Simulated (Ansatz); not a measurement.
# CH₅AlBN: small, medium and large basis sets

One table from this session's results is given with a row withheld; the runs are named, their logs left out.

The runs use Ansatz 0.2.0, Gaussian basis; one geometry, several basis sets.

Plan: PBE0-D4/def2-SVP; ωB97M-V/def2-SVP; PBE0-D4/def2-QZVPP; ωB97M-V/def2-QZVPP; the functionals' def2-TZVPP values are taken from earlier runs.

### The geometry

All runs share one geometry, relaxed beforehand with PBE0-D4 in a triple-zeta def2 set.

9 atoms, charge 0, spin multiplicity 1.

Atoms are counted from 1 here; the program's logs count them from 0.

Bond lengths: B1–Al2 2.105 Å, B1–H5 1.196 Å, B1–H6 1.196 Å, Al2–C3 1.941 Å, Al2–N4 1.730 Å, C3–N4 1.486 Å, C3–H7 1.093 Å, C3–H8 1.093 Å, N4–H9 1.005 Å. Angles: Al2–B1–H5 121.6°, Al2–B1–H6 121.8°, H5–B1–H6 116.6°, B1–Al2–C3 164.9°, B1–Al2–N4 147.8°, C3–Al2–N4 47.3°, Al2–C3–N4 58.9°, Al2–C3–H7 122.0°, Al2–C3–H8 121.9°, N4–C3–H7 116.0°, N4–C3–H8 116.2°, H7–C3–H8 111.3°, Al2–N4–C3 73.8°, Al2–N4–H9 164.0°, C3–N4–H9 121.9°.

Geometry (Å):

```mol
CH5AlBN
  3D, bonds by distance, orders not assigned

  9  9  0  0  0  0  0  0  0  0999 V2000
   -0.9448    1.7587   -1.3203 B   0  0
   -0.1166    0.1899   -0.1877 Al  0  0
    0.6732   -1.4824    0.4005 C   0  0
    0.3983   -0.3831    1.3613 N   0  0
   -0.2544    2.5563   -1.8843 H   0  0
   -2.1261    1.8715   -1.4710 H   0  0
    0.0791   -2.3908    0.5283 H   0  0
    1.7262   -1.7174    0.2254 H   0  0
    0.6537   -0.4492    2.3309 H   0  0
  1  2  8  0
  2  3  8  0
  3  4  8  0
  1  5  8  0
  1  6  8  0
  3  7  8  0
  3  8  8  0
  4  9  8  0
  2  4  8  0
M  END
```

The first run:

Contents of in.yaml:

```yaml
crystal:
  periodic: [false, false, false]
  atoms:
    - {symbol: B, position_ang: [-0.944843, 1.758714, -1.320269]}
    - {symbol: Al, position_ang: [-0.116623, 0.189856, -0.187687]}
    - {symbol: C, position_ang: [0.673192, -1.482391, 0.400475]}
    - {symbol: N, position_ang: [0.398256, -0.383059, 1.361252]}
    - {symbol: H, position_ang: [-0.254360, 2.556267, -1.884343]}
    - {symbol: H, position_ang: [-2.126102, 1.871514, -1.471041]}
    - {symbol: H, position_ang: [0.079138, -2.390778, 0.528332]}
    - {symbol: H, position_ang: [1.726232, -1.717369, 0.225376]}
    - {symbol: H, position_ang: [0.653710, -0.449154, 2.330906]}
basis:
  gaussian: {orbitals: def2-SVP}
hamiltonian: {xc: pbe0, dispersion: d4}
output: {orbitals: {seedname: orbitals}}
```

On the command line:

```
$ ansatz run in.yaml --threads 2 --pin off --events-out ev --progress --plain --max-ram 4352MiB
```

Steps of the session up to this table: PBE0-D4 in def2-SVP; ωB97M-V in def2-SVP; PBE0-D4 in def2-QZVPP; ωB97M-V in def2-QZVPP.

One table of the session follows, with a row left open; its other results are not shown here.

| functional | basis | HOMO (eV) | LUMO (eV) |
| --- | --- | --- | --- |
| PBE0-D4 | def2-SVP | -6.21 | -2.78 |
| PBE0-D4 | def2-TZVPP | -6.30 | -2.87 |
| PBE0-D4 | def2-QZVPP | -6.33 | -2.89 |
| ωB97M-V | def2-SVP | ? | ? |
| ωB97M-V | def2-TZVPP | -8.51 | -0.96 |
| ωB97M-V | def2-QZVPP | -8.54 | -1.01 |

**Question.** Estimate the row for ωB97M-V, def2-SVP.

**Answer.** HOMO (eV): -8.43; LUMO (eV): -0.78. In the column «HOMO (eV)» it lies between ωB97M-V, def2-TZVPP (-8.51) and PBE0-D4, def2-QZVPP (-6.33).
